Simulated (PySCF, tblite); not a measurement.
**C5H14N2OSi: geometry, infrared bands and NMR shifts**

Wanted: the infrared bands and NMR shifts of C5H14N2OSi (`CN(C)[C@@H]1CN[Si@H](O)C1`), by calculation.

Computed with tblite 0.8.0 and PySCF 2.14.0, with density-fitted response routines of our own, on a single molecule in the gas phase. Atoms count from 0, in the outputs and in this text.

## Step 1: Starting geometry

23 atoms, charge 0, multiplicity 1; geometry from: force field or distance geometry start.

Bonds of the start (Å): C0–N1 1.48, N1–C2 1.46, N1–C3 1.48, C3–C4 1.56, C4–N5 1.49, N5–Si6 1.72, Si6–O7 1.65, Si6–C8 1.89, C8–C3 1.57, C0–H9 1.08, C0–H10 1.10, C0–H11 1.10, C2–H12 1.08, C2–H13 1.10, C2–H14 1.11, C3–H15 1.09, C4–H16 1.10, C4–H17 1.09, N5–H18 1.01, Si6–H19 1.47, O7–H20 0.97, C8–H21 1.09, C8–H22 1.11.

## Step 2: Relaxing the molecule with GFN2-xTB

The job: settings as JSON, then the geometry in Å.

```
{"job": {"kind": "relax", "xc": "GFN2-xTB", "basis": "xTB"}, "charge": 0, "multiplicity": 1}
C      2.207600    -1.163200    -0.286800
N      1.489400     0.110900    -0.071800
C      1.987400     1.098900    -1.019600
C      0.024200    -0.053000    -0.143300
C     -0.788800     1.259400     0.101700
N     -2.210900     0.906100     0.350100
Si    -2.346000    -0.661100     1.053300
O     -2.926100    -0.342800     2.564600
C     -0.508400    -1.062900     0.929500
H      3.280000    -1.012200    -0.239500
H      1.966600    -1.890300     0.496700
H      1.947900    -1.605500    -1.256100
H      3.064200     1.195900    -0.958400
H      1.711400     0.844900    -2.056000
H      1.582000     2.106800    -0.792400
H     -0.245800    -0.440300    -1.121000
H     -0.724600     1.932500    -0.768500
H     -0.395700     1.797900     0.964400
H     -2.692200     0.868900    -0.535800
H     -3.236500    -1.466200     0.209800
H     -2.812600     0.580900     2.840900
H     -0.347800    -2.097200     0.633700
H     -0.029800    -0.881400     1.913000
```

The run is started by

```bash
> OMP_NUM_THREADS=1 python probes_run.py task.json out
```

This one command runs all jobs of the session in turn.

**Question.** This job is followed by: GFN2-xTB harmonic vibrations, gas phase; GIAO PBE0/pcSseg-1 NMR shielding, non-relativistic, gas phase. What will the session give for the following? strongest single infrared mode (GFN2-xTB); zero-point energy (GFN2-xTB); 13C shifts against TMS (PBE0/pcSseg-1, means over atoms taken as alike); 1H shifts against TMS (PBE0/pcSseg-1, means over atoms taken as alike); 15N shifts against NH3 (PBE0/pcSseg-1); 29Si shifts against TMS (PBE0/pcSseg-1); 17O shifts against H2O (PBE0/pcSseg-1).

The runs gave:

| quantity | value |
| --- | --- |
| strongest single infrared mode (GFN2-xTB) | 2278 cm⁻¹, 315 km/mol |
| zero-point energy (GFN2-xTB) | 120.7 kcal/mol |
| 13C shifts against TMS (PBE0/pcSseg-1, means over atoms taken as alike) | 65.5, 52.9, 46.0, 20.8 ppm |
| 1H shifts against TMS (PBE0/pcSseg-1, means over atoms taken as alike) | 5.06, 3.35, 3.18, 2.14, 1.97, 1.62, 0.81, 0.71, 0.45 ppm |
| 15N shifts against NH3 (PBE0/pcSseg-1) | 59.8, 47.9 ppm |
| 29Si shifts against TMS (PBE0/pcSseg-1) | -11.0 ppm |
| 17O shifts against H2O (PBE0/pcSseg-1) | 47.0 ppm |

In words: The optimisation took 117 steps and gained 0.436 eV; among the close pairs (by a distance rule), C3–C8 changed most, from 1.567 to 1.528 Å. All 63 modes are real, so the xTB geometry is a minimum. The strongest single mode, at 2278 cm⁻¹, moves mainly H19. Unscaled tight-binding wavenumbers are off by several per cent, some by more. Its intensities can rank the bands wrongly. C3 (sp3 CH bonded to N) lies farthest downfield among carbon, at 65.5 ppm; deshielded by the electronegative neighbour. At PBE0/pcSseg-1: The widest tensor belongs to N5: span 93 ppm, with a paramagnetic part of -104 ppm.
